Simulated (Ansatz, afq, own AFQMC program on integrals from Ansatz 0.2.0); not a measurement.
# ZrCl+ (quintet): AFQMC on the coupled-cluster ladder, def2-TZVP, part 2 of 2

Ansatz 0.2.0, Gaussian basis, and an in-house AFQMC program (afq) on its integrals; all values are calculated; def2-TZVP, frozen cores. Earlier steps stand in the parts before.

**12. Phaseless AFQMC, CISD trial on UHF**

It reads the integrals that the CCSD(T) run on this determinant wrote.

Command:

```console
afq ham --method phaseless --trial cisd --walkers 1600 --populations 20 --least-time 60 --time-step 0.005 --steps-per-block 50 --equilibration-blocks 40 --max-blocks 4000 --target-error 0.00019 --factor-cut 1e-05 --start spin_pure --seed 6781 --release-times 0.24,0.6,1.2,2,3,4.2 --release-step 0.04 --release-every 3 --taylor-order 6
```

The log of the run:

```text
orbitals 68  electrons 7 3  factors 506 of 581
reference energy -505.70733017 Eh
CCSD correlation -0.20612905 Eh in 33 cycles, weight of the determinant in the CISD state 0.9055
energy of the start -505.913212 Eh
 block  time / (1/Eh)  mean weight  energy / Eh
     1     0.250  0.9996  -505.912189
     2     0.500  0.9997  -505.914320
     3     0.750  0.9996  -505.916542
     4     1.000  0.9997  -505.917471
     5     1.250  1.0002  -505.918951
     6     1.500  0.9999  -505.919167
     7     1.750  0.9999  -505.919753
     8     2.000  1.0001  -505.920171
     9     2.250  0.9999  -505.920865
    10     2.500  0.9998  -505.921239
    13     3.250  1.0004  -505.921453
    16     4.000  1.0002  -505.921415
    19     4.750  1.0000  -505.920759
    22     5.500  1.0002  -505.921542
    25     6.250  1.0002  -505.920875
    28     7.000  1.0000  -505.921423
    31     7.750  1.0004  -505.921419
    34     8.500  0.9997  -505.920990
    37     9.250  1.0000  -505.921440
    40    10.000  1.0003  -505.922472
    43    10.750  1.0004  -505.920364
    46    11.500  0.9993  -505.921595
    49    12.250  1.0002  -505.921278
    52    13.000  1.0004  -505.921900
    55    13.750  0.9996  -505.920779
    58    14.500  1.0002  -505.921462
    61    15.250  1.0003  -505.921760
    64    16.000  1.0002  -505.920917
    67    16.750  1.0003  -505.920607
    70    17.500  1.0005  -505.920868
    73    18.250  1.0003  -505.920031
    76    19.000  1.0007  -505.920720
    79    19.750  1.0001  -505.921504
    82    20.500  0.9996  -505.921557
    85    21.250  1.0000  -505.919901
    88    22.000  1.0000  -505.921035
    91    22.750  0.9996  -505.921180
    94    23.500  1.0002  -505.921208
    97    24.250  0.9997  -505.921016
   100    25.000  0.9991  -505.921567
   103    25.750  0.9996  -505.920492
   106    26.500  1.0000  -505.920809
   109    27.250  1.0001  -505.920794
   112    28.000  0.9999  -505.921019
   115    28.750  1.0004  -505.920120
   118    29.500  1.0000  -505.920930
error from the spread of 20 populations
released: time / (1/Eh)  energy / Eh  error  mean overlap
  0.24  -505.921235  0.000129  1.0002
  0.60  -505.921289  0.000128  0.9951
  1.20  -505.920255  0.001171  0.9909
  2.00  -505.921583  0.000273  0.9812
  3.00  -505.921980  0.000252  0.9815
  4.20  -505.921606  0.000423  0.9729
energy -505.920869 +/- 0.000144 Eh
```

Run time: 2.3 min. Hardware: 1 × NVIDIA H100 80GB HBM3 with 2 threads of AMD EPYC 7R13 (Zen 3), shared host; peak host memory 1.7 GiB.

Energy -13766.8082 ± 0.0039 eV. Caveats: constraint bias not in the error.

**13. Phaseless AFQMC, single-determinant trial on UHF**

It reads the integrals that the CCSD(T) run on this determinant wrote.

Command:

```console
afq ham --method phaseless --trial hf --walkers 1600 --populations 20 --least-time 40 --time-step 0.005 --steps-per-block 20 --equilibration-blocks 160 --max-blocks 4000 --target-error 0.0009500000000000001 --factor-cut 1e-05 --start spin_pure --seed 7346 --taylor-order 6
```

The log of the run:

```text
orbitals 68  electrons 7 3  factors 506 of 581
reference energy -505.70733017 Eh
CCSD correlation -0.20612905 Eh in 33 cycles, weight of the determinant in the CISD state 0.9055
energy of the start -505.707512 Eh
 block  time / (1/Eh)  mean weight  energy / Eh
     1     0.100  1.0012  -505.755548
     2     0.200  1.0011  -505.789233
     3     0.300  1.0014  -505.815341
     4     0.400  1.0012  -505.835795
     5     0.500  1.0011  -505.855279
     6     0.600  1.0011  -505.868178
     7     0.700  1.0008  -505.880410
     8     0.800  1.0004  -505.887926
     9     0.900  1.0005  -505.892271
    10     1.000  1.0003  -505.895771
    13     1.300  1.0006  -505.898622
    19     1.900  0.9998  -505.913782
    25     2.500  0.9997  -505.922359
    31     3.100  1.0002  -505.919963
    37     3.700  1.0000  -505.913316
    43     4.300  1.0003  -505.919819
    49     4.900  1.0002  -505.918333
    55     5.500  1.0002  -505.919261
    61     6.100  1.0000  -505.925201
    67     6.700  1.0001  -505.918169
    73     7.300  0.9999  -505.916438
    79     7.900  0.9997  -505.920243
    85     8.500  0.9996  -505.916815
    91     9.100  1.0001  -505.915957
    97     9.700  0.9998  -505.922574
   103    10.300  0.9999  -505.916841
   109    10.900  0.9997  -505.922980
   115    11.500  0.9996  -505.916441
   121    12.100  1.0003  -505.917222
   127    12.700  0.9998  -505.909927
   133    13.300  1.0007  -505.910866
   139    13.900  0.9996  -505.915435
   145    14.500  0.9996  -505.916255
   151    15.100  1.0000  -505.916561
   157    15.700  0.9998  -505.911566
   163    16.300  1.0000  -505.913663
   169    16.900  0.9996  -505.915608
   175    17.500  0.9997  -505.915154
   181    18.100  0.9999  -505.916676
   187    18.700  1.0004  -505.911144
   193    19.300  0.9996  -505.915149
   199    19.900  0.9998  -505.917678
   205    20.500  0.9996  -505.914905
   211    21.100  1.0003  -505.911438
   217    21.700  1.0003  -505.913532
   223    22.300  0.9998  -505.912652
   229    22.900  0.9995  -505.923550
   235    23.500  1.0004  -505.913537
error from the spread of 20 populations
energy -505.915204 +/- 0.000933 Eh
```

Run time: 64 s. Hardware: 1 × NVIDIA H100 80GB HBM3 with 2 threads of AMD EPYC 7R13 (Zen 3), shared host; peak host memory 1.7 GiB.

Energy -13766.6540 ± 0.0254 eV. Caveats: constraint bias not in the error.

**14. AFQMC on the ladder**

On the UHF determinant, counted from CCSDT(Q) (a yardstick, not exact):

```
                                                              level  energy (eV)  from CCSDT(Q) (kJ/mol)  statistical error (kJ/mol)     time
                                                                 HF  -13760.9975                  +564.0                                     
                                                                MP2  -13765.8370                   +97.1                                     
                                                               CCSD  -13766.6066                   +22.8                                     
                                                            CCSD(T)  -13766.7986                    +4.3                                     
                                                           CCSDT(Q)  -13766.8431                     0.0                                     
              Phaseless AFQMC, CISD trial, step 0.005, 1600 walkers  -13766.8082                    +3.4                         0.4  2.3 min
Phaseless AFQMC, single-determinant trial, step 0.005, 1600 walkers  -13766.6540                   +18.2                         2.4     64 s
```

The functionals' totals stand on their own zeros and serve differences with other points: PBE -13786.207 eV; r2SCAN -13791.035 eV; PBE0 -13786.845 eV; B3LYP -13791.964 eV; wB97M-V -13788.240 eV; B2PLYP -13783.343 eV.

**15. What came out**

The summary covers parts 1 to 2.

| quantity | value |
| --- | --- |
| CCSD(T) on UHF from CCSDT(Q) | +4.3 kJ/mol |
| Phaseless AFQMC, CISD trial on UHF from CCSDT(Q) | +3.4 ± 0.4 kJ/mol |
| Phaseless AFQMC, single-determinant trial on UHF from CCSDT(Q) | +18.2 ± 2.4 kJ/mol |

On UHF the phaseless walk with the CISD trial lies +3.4 kJ/mol from CCSDT(Q), 9 times its error bar. A single-determinant trial moves the result by +14.9 kJ/mol. Error bars are statistical and leave out the constraint, the time step and what remains of the start. Zr carries a core potential, and spin-orbit coupling is left out.
